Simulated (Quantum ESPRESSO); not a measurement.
# TaF3 (Pm-3m) in Quantum ESPRESSO: further runs, part 2 of 3

Quantum ESPRESSO 7.5. The steps go on from the part before.

### Step 3. Band structure, r2SCAN

Contents of pw.in:

```
&CONTROL
  calculation = 'scf'
  prefix = 'pwscf'
  outdir = './tmp'
  pseudo_dir = './pseudo'
  tprnfor = .true.
  tstress = .true.
  disk_io = 'low'
/
&SYSTEM
  ibrav = 0
  nat = 4
  ntyp = 2
  ecutwfc = 88
  nbnd = 33
  input_dft = 'r2scan'
  occupations = 'smearing'
  smearing = 'fd'
  degauss = 0.00367493
  nosym = .true.
/
&ELECTRONS
  conv_thr = 1d-08
  electron_maxstep = 120
  mixing_beta = 0.5
/
ATOMIC_SPECIES
Ta   180.9479 Ta_ONCV_PBE-1.2.upf
F     18.9984 F_ONCV_PBE-1.2.upf
CELL_PARAMETERS angstrom
   3.9012000000    0.0000000000    0.0000000000
   0.0000000000    3.9012000000    0.0000000000
   0.0000000000    0.0000000000    3.9012000000
ATOMIC_POSITIONS crystal
Ta     0.0000000000    0.0000000000    0.0000000000
F      0.0000000000    0.0000000000    0.5000000000
F      0.0000000000    0.5000000000    0.0000000000
F      0.5000000000    0.0000000000    0.0000000000
K_POINTS automatic
5 5 5 0 0 0
```

Contents of bands.in:

```
&CONTROL
  calculation = 'bands'
  prefix = 'pwscf'
  outdir = './tmp'
  pseudo_dir = './pseudo'
  disk_io = 'low'
  verbosity = 'high'
/
&SYSTEM
  ibrav = 0
  nat = 4
  ntyp = 2
  ecutwfc = 88
  nbnd = 33
  input_dft = 'r2scan'
  occupations = 'smearing'
  smearing = 'fd'
  degauss = 0.00367493
  nosym = .true.
/
&ELECTRONS
  conv_thr = 1d-08
  electron_maxstep = 120
  mixing_beta = 0.5
  diago_full_acc = .true.
  startingwfc = 'random'
/
ATOMIC_SPECIES
Ta   180.9479 Ta_ONCV_PBE-1.2.upf
F     18.9984 F_ONCV_PBE-1.2.upf
CELL_PARAMETERS angstrom
   3.9012000000    0.0000000000    0.0000000000
   0.0000000000    3.9012000000    0.0000000000
   0.0000000000    0.0000000000    3.9012000000
ATOMIC_POSITIONS crystal
Ta     0.0000000000    0.0000000000    0.0000000000
F      0.0000000000    0.0000000000    0.5000000000
F      0.0000000000    0.5000000000    0.0000000000
F      0.5000000000    0.0000000000    0.0000000000
K_POINTS crystal
60
 0.0000000000  0.0000000000  0.0000000000 1
 0.0000000000  0.0714285714  0.0000000000 1
 0.0000000000  0.1428571429  0.0000000000 1
 0.0000000000  0.2142857143  0.0000000000 1
 0.0000000000  0.2857142857  0.0000000000 1
 0.0000000000  0.3571428571  0.0000000000 1
 0.0000000000  0.4285714286  0.0000000000 1
 0.0000000000  0.5000000000  0.0000000000 1
 0.0714285714  0.5000000000  0.0000000000 1
 0.1428571429  0.5000000000  0.0000000000 1
 0.2142857143  0.5000000000  0.0000000000 1
 0.2857142857  0.5000000000  0.0000000000 1
 0.3571428571  0.5000000000  0.0000000000 1
 0.4285714286  0.5000000000  0.0000000000 1
 0.5000000000  0.5000000000  0.0000000000 1
 0.4545454545  0.4545454545  0.0000000000 1
 0.4090909091  0.4090909091  0.0000000000 1
 0.3636363636  0.3636363636  0.0000000000 1
 0.3181818182  0.3181818182  0.0000000000 1
 0.2727272727  0.2727272727  0.0000000000 1
 0.2272727273  0.2272727273  0.0000000000 1
 0.1818181818  0.1818181818  0.0000000000 1
 0.1363636364  0.1363636364  0.0000000000 1
 0.0909090909  0.0909090909  0.0000000000 1
 0.0454545455  0.0454545455  0.0000000000 1
 0.0000000000  0.0000000000  0.0000000000 1
 0.0357142857  0.0357142857  0.0357142857 1
 0.0714285714  0.0714285714  0.0714285714 1
 0.1071428571  0.1071428571  0.1071428571 1
 0.1428571429  0.1428571429  0.1428571429 1
 0.1785714286  0.1785714286  0.1785714286 1
 0.2142857143  0.2142857143  0.2142857143 1
 0.2500000000  0.2500000000  0.2500000000 1
 0.2857142857  0.2857142857  0.2857142857 1
 0.3214285714  0.3214285714  0.3214285714 1
 0.3571428571  0.3571428571  0.3571428571 1
 0.3928571429  0.3928571429  0.3928571429 1
 0.4285714286  0.4285714286  0.4285714286 1
 0.4642857143  0.4642857143  0.4642857143 1
 0.5000000000  0.5000000000  0.5000000000 1
 0.4545454545  0.5000000000  0.4545454545 1
 0.4090909091  0.5000000000  0.4090909091 1
 0.3636363636  0.5000000000  0.3636363636 1
 0.3181818182  0.5000000000  0.3181818182 1
 0.2727272727  0.5000000000  0.2727272727 1
 0.2272727273  0.5000000000  0.2272727273 1
 0.1818181818  0.5000000000  0.1818181818 1
 0.1363636364  0.5000000000  0.1363636364 1
 0.0909090909  0.5000000000  0.0909090909 1
 0.0454545455  0.5000000000  0.0454545455 1
 0.0000000000  0.5000000000  0.0000000000 1
 0.5000000000  0.5000000000  0.0000000000 1
 0.5000000000  0.5000000000  0.0625000000 1
 0.5000000000  0.5000000000  0.1250000000 1
 0.5000000000  0.5000000000  0.1875000000 1
 0.5000000000  0.5000000000  0.2500000000 1
 0.5000000000  0.5000000000  0.3125000000 1
 0.5000000000  0.5000000000  0.3750000000 1
 0.5000000000  0.5000000000  0.4375000000 1
 0.5000000000  0.5000000000  0.5000000000 1
```

Potentials or basis: SG15 PBE 1.2.

On the command line:

```console
> OMP_NUM_THREADS=1 mpirun -n 2 pw.x -nk 2 -in pw.in > pw.out
> OMP_NUM_THREADS=1 mpirun -n 2 pw.x -nk 2 -in bands.in > bands.out
```

pw.out:

```text
This program is part of the open-source Quantum ESPRESSO suite
     for quantum simulation of materials; please cite
         "P. Giannozzi et al., J. Phys.:Condens. Matter 21 395502 (2009);
         "P. Giannozzi et al., J. Phys.:Condens. Matter 29 465901 (2017);
         "P. Giannozzi et al., J. Chem. Phys. 152 154105 (2020);
     in publications or presentations arising from this work. More details at

     IMPORTANT: XC functional enforced from input :
     Exchange-correlation= R2SCAN
                           (   0   0   0   0   0 497 498)
     Any further DFT definition will be discarded
     Please, verify this is what you really want

     K-points division:     npool     =       2
     Subspace diagonalization in iterative solution of the eigenvalue problem:
     a serial algorithm will be used

     G-vector sticks info
     --------------------
     sticks:   dense  smooth     PW     G-vecs:    dense   smooth      PW
     Sum        1517    1517    429                44473    44473    6667

     Using Slab Decomposition

     bravais-lattice index     =            0
     lattice parameter (alat)  =       7.3722  a.u.
     unit-cell volume          =     400.6741 (a.u.)^3
     number of atoms/cell      =            4
     number of atomic types    =            2
     number of electrons       =        48.00
     number of Kohn-Sham states=           33
     kinetic-energy cutoff     =      88.0000  Ry
     charge density cutoff     =     352.0000  Ry
     scf convergence threshold =      1.0E-08
     mixing beta               =       0.5000
     number of iterations used =            8  plain     mixing
     Exchange-correlation= R2SCAN
                           (   0   0   0   0   0 497 498)

     celldm(1)=   7.372200  celldm(2)=   0.000000  celldm(3)=   0.000000
     celldm(4)=   0.000000  celldm(5)=   0.000000  celldm(6)=   0.000000

     crystal axes: (cart. coord. in units of alat)
               a(1) = (   1.000000   0.000000   0.000000 )
               a(2) = (   0.000000   1.000000   0.000000 )
               a(3) = (   0.000000   0.000000   1.000000 )

     reciprocal axes: (cart. coord. in units 2 pi/alat)
[... 37 lines left out ...]
         1        Ta     tau(   1) = (   0.0000000   0.0000000   0.0000000  )
         2        F      tau(   2) = (   0.0000000   0.0000000   0.5000000  )
         3        F      tau(   3) = (   0.0000000   0.5000000   0.0000000  )
         4        F      tau(   4) = (   0.5000000   0.0000000   0.0000000  )

     number of k points=    63  Fermi-Dirac smearing, width (Ry)=  0.0037
                       cart. coord. in units 2pi/alat
        k(    1) = (   0.0000000   0.0000000   0.0000000), wk =   0.0160000
        k(    2) = (   0.0000000   0.0000000   0.2000000), wk =   0.0320000
        k(    3) = (   0.0000000   0.0000000   0.4000000), wk =   0.0320000
        k(    4) = (   0.0000000   0.2000000   0.0000000), wk =   0.0320000
        k(    5) = (   0.0000000   0.2000000   0.2000000), wk =   0.0320000
        k(    6) = (   0.0000000   0.2000000   0.4000000), wk =   0.0320000
[... 55 lines left out ...]
        k(   62) = (   0.4000000  -0.2000000  -0.4000000), wk =   0.0320000
        k(   63) = (   0.4000000  -0.2000000  -0.2000000), wk =   0.0320000

     Dense  grid:    44473 G-vectors     FFT dimensions: (  45,  45,  45)

     WARNING: libxc functional with ID  497 depends
      on external parameters: check the user_guide of
      QE if you need to modify them or to check their
      default values.

     WARNING: libxc functional with ID  498 depends
      on external parameters: check the user_guide of
      QE if you need to modify them or to check their
      default values.

     Initial potential from superposition of free atoms

     starting charge      47.9096, renormalised to      48.0000
     Starting wfcs are random

     Self-consistent Calculation

     iteration #  1     ecut=    88.00 Ry     beta= 0.50
     Davidson diagonalization with overlap
     ethr =  1.00E-02,  avg # of iterations = 11.6

     total energy              =    -638.74373302 Ry
     estimated scf accuracy    <     111.13649530 Ry
[... 71 lines left out ...]
     iteration # 12     ecut=    88.00 Ry     beta= 0.50
     Davidson diagonalization with overlap
     ethr =  6.96E-11,  avg # of iterations =  1.0

     End of self-consistent calculation

          k = 0.0000 0.0000 0.0000 (  5575 PWs)   bands (ev):

   -58.7989 -25.3439 -25.3439 -25.3439 -17.3971 -17.1234 -17.1234  -8.1835
    -8.1835  -8.1835  -8.0494  -8.0494  -8.0494  -7.9521   2.7007   2.7007
     2.7007   3.6698   3.6698   3.6698   3.7437   3.7437   3.7437  12.1048
    12.1048  12.1048  13.0950  15.8530  15.8530  22.3539  22.3540  23.0073
    23.3456
[... 491 lines left out ...]
   -58.7961 -25.6921 -25.4785 -25.4770 -16.8840 -16.7614 -16.1876  -8.1467
    -8.1456  -8.0808  -8.0451  -8.0408  -8.0406  -7.9528   0.5073   2.0016
     2.0295   2.1972   2.3274   2.7853   3.7764   3.7827   3.9673  13.1914
    13.9283  13.9856  15.9933  17.5496  17.8726  19.8402  21.3633  22.0123
    23.6091

     the Fermi energy is    13.2398 ev

!    total energy              =    -639.03331241 Ry
     estimated scf accuracy    <          3.1E-09 Ry
     smearing contrib. (-TS)   =      -0.00164849 Ry
     internal energy E=F+TS    =    -639.03166392 Ry

     The total energy is F=E-TS. E is the sum of the following terms:
     one-electron contribution =    -455.30502331 Ry
     hartree contribution      =     259.18142442 Ry
     xc contribution           =     -67.77970143 Ry
     ewald contribution        =    -375.12836360 Ry

     convergence has been achieved in  12 iterations

     Forces acting on atoms (cartesian axes, Ry/au):

     atom    1 type  1   force =     0.00000523   -0.00000059   -0.00000095
     atom    2 type  2   force =    -0.00000238    0.00000027    0.00000007
     atom    3 type  2   force =    -0.00000237    0.00000005    0.00000046
     atom    4 type  2   force =    -0.00000048    0.00000027    0.00000042

     Total force =     0.000006     Total SCF correction =     0.000138
     SCF correction compared to forces is large: reduce conv_thr to get better values

     Computing stress (Cartesian axis) and pressure

          total   stress  (Ry/bohr**3)                   (kbar)     P=      167.46
   0.00113840   0.00000000   0.00000000          167.46        0.00        0.00
   0.00000000   0.00113840   0.00000000            0.00      167.46        0.00
   0.00000000   0.00000000   0.00113839            0.00        0.00      167.46

=------------------------------------------------------------------------------=
   JOB DONE.
=------------------------------------------------------------------------------=
```

bands.out:

```text
This program is part of the open-source Quantum ESPRESSO suite
     for quantum simulation of materials; please cite
         "P. Giannozzi et al., J. Phys.:Condens. Matter 21 395502 (2009);
         "P. Giannozzi et al., J. Phys.:Condens. Matter 29 465901 (2017);
         "P. Giannozzi et al., J. Chem. Phys. 152 154105 (2020);
     in publications or presentations arising from this work. More details at
[... 788 lines left out ...]
     0.3878   1.5792   1.5792   1.5792   4.3049   4.3049   4.3049  15.0356
    15.0356  15.0356  17.0935  20.7068  20.7068  21.7061  21.7061  21.7061
    21.8719

=------------------------------------------------------------------------------=
   JOB DONE.
=------------------------------------------------------------------------------=
```

Wall time 7.7 min (2 MPI ranks of Arm Neoverse V2, shared host); peak memory 0.4 GiB.

What came out:

```yaml
Free_energy: -8694.4911 eV
Pressure: 16.7 GPa
Band_gap_on_the_k_mesh: none (metal or under the smearing width)
```

Levels at the corners of the path, in eV from the Fermi level:
| point | band 19 | band 20 | band 21 | band 22 | band 23 | band 24 | band 25 | band 26 | band 27 | band 28 |
| --- | --- | --- | --- | --- | --- | --- | --- | --- | --- | --- |
| Γ | -9.57 | -9.57 | -9.50 | -9.50 | -9.50 | -1.13 | -1.13 | -1.13 | -0.14 | 2.61 |
| X | -10.31 | -10.24 | -9.70 | -9.51 | -9.51 | -1.06 | 0.43 | 0.43 | 2.64 | 2.72 |
| M | -10.34 | -10.06 | -9.94 | -9.94 | -8.94 | 0.52 | 0.52 | 1.56 | 3.47 | 4.86 |
| Γ | -9.57 | -9.57 | -9.50 | -9.50 | -9.50 | -1.13 | -1.13 | -1.13 | -0.14 | 2.61 |
| R | -11.66 | -11.66 | -8.93 | -8.93 | -8.93 | 1.80 | 1.80 | 1.80 | 3.85 | 7.47 |
| X | -10.31 | -10.24 | -9.70 | -9.51 | -9.51 | -1.06 | 0.43 | 0.43 | 2.64 | 2.72 |
| M | -10.34 | -10.06 | -9.94 | -9.94 | -8.94 | 0.52 | 0.52 | 1.56 | 3.47 | 4.86 |
| R | -11.66 | -11.66 | -8.93 | -8.93 | -8.93 | 1.80 | 1.80 | 1.80 | 3.85 | 7.47 |

Caveat: the k mesh is coarse; the potentials were made for another functional, which shifts forces and pressure; so large a pressure means that the cell lies far from this level's equilibrium, or that cutoff or potentials fall short; spin-orbit coupling is left out, which moves the levels of the heavy elements.

### Step 4. Single point, r2SCAN, 13.95 Å³/atom

pw.in: that of step 3 with these lines changed.

```diff
@@ -7,3 +7,3 @@
   tstress = .true.
-  disk_io = 'low'
+  disk_io = 'nowf'
 /
@@ -20,2 +20,5 @@
   nosym = .true.
+  nr1 = 48
+  nr2 = 48
+  nr3 = 48
 /
@@ -30,5 +33,5 @@
 CELL_PARAMETERS angstrom
-   3.9012000000    0.0000000000    0.0000000000
-   0.0000000000    3.9012000000    0.0000000000
-   0.0000000000    0.0000000000    3.9012000000
+   3.8215613273    0.0000000000    0.0000000000
+   0.0000000000    3.8215613273    0.0000000000
+   0.0000000000    0.0000000000    3.8215613273
 ATOMIC_POSITIONS crystal
```

On the command line:

```console
> OMP_NUM_THREADS=1 mpirun -n 2 pw.x -nk 2 -in pw.in > pw.out
```

Wall time 4.4 min (2 MPI ranks of Arm Neoverse V2, shared host); peak memory 0.38 GiB.

It converged, with:

| Property | Result |
| --- | --- |
| Free energy | -8693.9654 eV |
| Pressure | 30.3 GPa |
| Band gap on the k mesh | none (metal or under the smearing width) |

Caveat: the k mesh is coarse; the potentials were made for another functional, which shifts forces and pressure.

### Step 5. Single point, r2SCAN, 14.25 Å³/atom

pw.in: that of step 4 with these lines changed.

```diff
@@ -33,5 +33,5 @@
 CELL_PARAMETERS angstrom
-   3.8215613273    0.0000000000    0.0000000000
-   0.0000000000    3.8215613273    0.0000000000
-   0.0000000000    0.0000000000    3.8215613273
+   3.8484746178    0.0000000000    0.0000000000
+   0.0000000000    3.8484746178    0.0000000000
+   0.0000000000    0.0000000000    3.8484746178
 ATOMIC_POSITIONS crystal
```

On the command line:

```console
> OMP_NUM_THREADS=1 mpirun -n 2 pw.x -nk 2 -in pw.in > pw.out
```

It took 4.4 min on 2 MPI ranks of Arm Neoverse V2, shared host; peak memory 0.38 GiB.

Results (log left out):

```
Free energy            : -8694.1713 eV
Pressure               : 25.3 GPa
Band gap on the k mesh : none (metal or under the smearing width)
```

Caveat: the k mesh is coarse; the potentials were made for another functional, which shifts forces and pressure.

### Step 6. Single point, r2SCAN, 14.55 Å³/atom

pw.in: that of step 5 with these lines changed.

```diff
@@ -33,5 +33,5 @@
 CELL_PARAMETERS angstrom
-   3.8484746178    0.0000000000    0.0000000000
-   0.0000000000    3.8484746178    0.0000000000
-   0.0000000000    0.0000000000    3.8484746178
+   3.8750166607    0.0000000000    0.0000000000
+   0.0000000000    3.8750166607    0.0000000000
+   0.0000000000    0.0000000000    3.8750166607
 ATOMIC_POSITIONS crystal
```

Potentials or basis: SG15 PBE 1.2.

On the command line:

```console
> OMP_NUM_THREADS=1 mpirun -n 2 pw.x -nk 2 -in pw.in > pw.out
```

It took 4.4 min on 2 MPI ranks of Arm Neoverse V2, shared host; peak memory 0.38 GiB.

The run converged. Its results:

| Item | Value |
| --- | --- |
| Free energy | -8694.3417 eV |
| Pressure | 20.7 GPa |
| Band gap on the k mesh | none (metal or under the smearing width) |

Caveat: the k mesh is coarse; the potentials were made for another functional, which shifts forces and pressure.

### Step 7. Single point, r2SCAN, 14.84 Å³/atom

pw.in: that of step 6 with these lines changed.

```diff
@@ -33,5 +33,5 @@
 CELL_PARAMETERS angstrom
-   3.8750166607    0.0000000000    0.0000000000
-   0.0000000000    3.8750166607    0.0000000000
-   0.0000000000    0.0000000000    3.8750166607
+   3.9012000000    0.0000000000    0.0000000000
+   0.0000000000    3.9012000000    0.0000000000
+   0.0000000000    0.0000000000    3.9012000000
 ATOMIC_POSITIONS crystal
```

On the command line:

```console
> OMP_NUM_THREADS=1 mpirun -n 2 pw.x -nk 2 -in pw.in > pw.out
```

Run time: 4.7 min. Hardware: 2 MPI ranks of Arm Neoverse V2, shared host; peak memory 0.4 GiB.

Results (log left out):

- Free energy: -8694.4802 eV
- Pressure: 16.7 GPa
- Band gap on the k mesh: none (metal or under the smearing width)

Caveat: the k mesh is coarse; the potentials were made for another functional, which shifts forces and pressure.

### Step 8. Single point, r2SCAN, 15.14 Å³/atom

pw.in: that of step 7 with these lines changed.

```diff
@@ -33,5 +33,5 @@
 CELL_PARAMETERS angstrom
-   3.9012000000    0.0000000000    0.0000000000
-   0.0000000000    3.9012000000    0.0000000000
-   0.0000000000    0.0000000000    3.9012000000
+   3.9270365145    0.0000000000    0.0000000000
+   0.0000000000    3.9270365145    0.0000000000
+   0.0000000000    0.0000000000    3.9270365145
 ATOMIC_POSITIONS crystal
```

On the command line:

```console
> OMP_NUM_THREADS=1 mpirun -n 2 pw.x -nk 2 -in pw.in > pw.out
```

Run time: 4.7 min. Hardware: 2 MPI ranks of Arm Neoverse V2, shared host; peak memory 0.4 GiB.

The run converged. Its results:

* Free energy: -8694.5901 eV
* Pressure: 13.0 GPa
* Band gap on the k mesh: none (metal or under the smearing width)

Caveat: the k mesh is coarse; the potentials were made for another functional, which shifts forces and pressure.

### Step 9. Single point, r2SCAN, 15.44 Å³/atom

pw.in: that of step 8 with these lines changed.

```diff
@@ -33,5 +33,5 @@
 CELL_PARAMETERS angstrom
-   3.9270365145    0.0000000000    0.0000000000
-   0.0000000000    3.9270365145    0.0000000000
-   0.0000000000    0.0000000000    3.9270365145
+   3.9525374662    0.0000000000    0.0000000000
+   0.0000000000    3.9525374662    0.0000000000
+   0.0000000000    0.0000000000    3.9525374662
 ATOMIC_POSITIONS crystal
```

Potentials or basis: SG15 PBE 1.2.

On the command line:

```console
> OMP_NUM_THREADS=1 mpirun -n 2 pw.x -nk 2 -in pw.in > pw.out
```

Run time: 5.1 min. Hardware: 2 MPI ranks of Arm Neoverse V2, shared host; peak memory 0.42 GiB.

Results (log left out):

```yaml
Free_energy: -8694.6744 eV
Pressure: 9.7 GPa
Band_gap_on_the_k_mesh: none (metal or under the smearing width)
```

Caveat: the k mesh is coarse; the potentials were made for another functional, which shifts forces and pressure.

(Part 2 of 3 ends here.)
